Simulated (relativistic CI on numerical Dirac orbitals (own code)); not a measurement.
# Mn³⁺: 3p photoemission multiplets

Aim: the 3p photoemission spectrum of Mn³⁺ in 4 surroundings, from the same atomic integrals.

Method: Dirac-Coulomb-Breit CI, KLI orbitals optimised for each configuration, model QED (radiative potential, 1s self-energy scaled to tabulated hydrogen-like ionisation energies), multiplet model of photoemission in the sudden approximation. Code: relativistic CI on numerical Dirac orbitals (own code) version 3.

### 1 The atom as given

```
ion            : Mn³⁺ (Mn IV)
nuclear charge : 25
electrons      : 22
configurations : [Ar] 3d4 → [Ne] 3s2 3p5 3d4
temperature    : 300 K
widths         : Lorentz 1.12 eV, Gauss 0.6 eV
surrounding 1  : free ion
surrounding 2  : D4h, 10Dq = 18950, Ds = 910, Dt = 1000 cm⁻¹
surrounding 3  : D4h, 10Dq = 8350, Ds = -810, Dt = -690 cm⁻¹
surrounding 4  : D3d, 10Dq = 14400, Dsigma = 890, Dtau = -150 cm⁻¹
```

### 2 Surrounding 1: free ion

Input settings:

```ini
atom Mn  Z=25  charge=3  electrons=22
nucleus A=55  rms_radius_fm=3.7057
hamiltonian dirac-coulomb  breit=on  qed=on  c_scale=1
orbitals kli  potential=per-configuration
slater_scale 1
correlation none
mixing on
configurations
  [Ar] 3d4
  [Ne] 3s2 3p5 3d4
end
photoemission 3p T=300 lorentz=1.12 gauss=0.6
crystal_field free
```

### 3 Surrounding 2: D4h, 10Dq = 18950, Ds = 910, Dt = 1000

Settings: those of step 2 with these lines changed.

```diff
@@ -12,2 +12,2 @@
 photoemission 3p T=300 lorentz=1.12 gauss=0.6
-crystal_field free
+crystal_field D4h 10Dq=18950 Ds=910 Dt=1000
```

### 4 Surrounding 3: D4h, 10Dq = 8350, Ds = -810, Dt = -690

Settings: those of step 3 with these lines changed.

```diff
@@ -12,2 +12,2 @@
 photoemission 3p T=300 lorentz=1.12 gauss=0.6
-crystal_field D4h 10Dq=18950 Ds=910 Dt=1000
+crystal_field D4h 10Dq=8350 Ds=-810 Dt=-690
```

### 5 Surrounding 4: D3d, 10Dq = 14400, Dsigma = 890, Dtau = -150

Settings: those of step 4 with these lines changed.

```diff
@@ -12,2 +12,2 @@
 photoemission 3p T=300 lorentz=1.12 gauss=0.6
-crystal_field D4h 10Dq=8350 Ds=-810 Dt=-690
+crystal_field D3d 10Dq=14400 Dsigma=890 Dtau=-150
```

(Steps that only read results are left out.)

**Question.** What will these runs give? Wanted: highest peak, first run; ground spin.

As calculated:

| surrounding | ground S | centroid (eV) | spread (eV) | up to four highest peaks (% of the highest), eV |
| --- | --- | --- | --- | --- |
| 1: free | 2.00 | 101.07 | 9.55 | 92.6 (78), 96.2 (100), 99.8 (35), 120.2 (41) |
| 2: D4h | 2.00 | 101.08 | 9.51 | 93.2 (94), 96.6 (100), 99.8 (39), 114.4 (36) |
| 3: D4h | 2.00 | 101.08 | 9.52 | 93.0 (100), 96.4 (95), 99.6 (38), 114.2 (36) |
| 4: D3d | 2.00 | 101.08 | 9.52 | 92.8 (89), 96.4 (100), 99.4 (40), 120.8 (35) |

| quantity | value |
| --- | --- |
| highest peak, first run | 96.2 eV |
| ground spin (effective S from ⟨S²⟩) | 2.00 |

What this shows: The position of the maximum differs by up to 3.6 eV between the surroundings, by shifts of peaks or by peaks exchanging rank. Energies are those of the free ion without screening by ligands; binding energies in solids differ by tens of eV.
